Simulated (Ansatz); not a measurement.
# C2N2O3: the cost of one run

Program: Ansatz 0.2.0. Level of theory: the levels named in each step. These are calculated values, not measurements.

## Step 1: The starting structure

Bond lengths: N1–N2 1.098 Å, O3–C4 1.144 Å, C4–O5 1.144 Å, C6–O7 1.127 Å. Angles: O3–C4–O5 179.4°.

Structure file:

```xyz
7

N    -0.2755   -1.1451   -2.3883
N     0.0621   -0.2770   -1.8066
O     1.5583    1.2635    0.6340
C     0.4428    1.5057    0.5643
O    -0.6723    1.7544    0.5044
C    -0.8940   -2.1600    1.4704
O    -0.3604   -1.2818    1.0066
```

## Step 2: A rough first relaxation, PBE-D4/def2-SVP

This run stands in another session on the same molecule. It ended at:

```xyz
7

N    -0.3232   -1.1977   -2.3426
N     0.0933   -0.2601   -1.9145
O     1.6128    1.3314    0.6424
C     0.4650    1.5659    0.5678
O    -0.6820    1.8078    0.4998
C    -0.9322   -2.2771    1.3851
O    -0.3727   -1.3104    1.1468
```

## Step 3: Relaxation, HF/STO-3G

Input file input.yaml:

```yaml
crystal:
  periodic: [false, false, false]
  atoms:
    - { symbol: "N", position_ang: [-0.32315663, -1.1977249, -2.34255715] }
    - { symbol: "N", position_ang: [0.09325997, -0.26006045, -1.91452257] }
    - { symbol: O, position_ang: [1.61275717, 1.3314013, 0.64237144] }
    - { symbol: C, position_ang: [0.46503588, 1.56594711, 0.56782393] }
    - { symbol: O, position_ang: [-0.6820456, 1.8077652, 0.49982264] }
    - { symbol: C, position_ang: [-0.93222725, -2.27714169, 1.38505258] }
    - { symbol: O, position_ang: [-0.37269354, -1.31044657, 1.14679913] }
basis:
  gaussian: { orbitals: STO-3G }
hamiltonian:
  xc: hf
relax:
  f_tol: 0.002
  max_steps: 150
```

On the command line:

```sh
$ ansatz run input.yaml --threads 4 --pin off --max-ram 10240MiB --backend cpu --events-out ev --progress --plain --runs-dir out
```

**Question.** How long does this run take on 4 threads of Arm Neoverse N1, shared host, and how much memory does it need?

About 35 s, with a peak of 0.089 GiB.
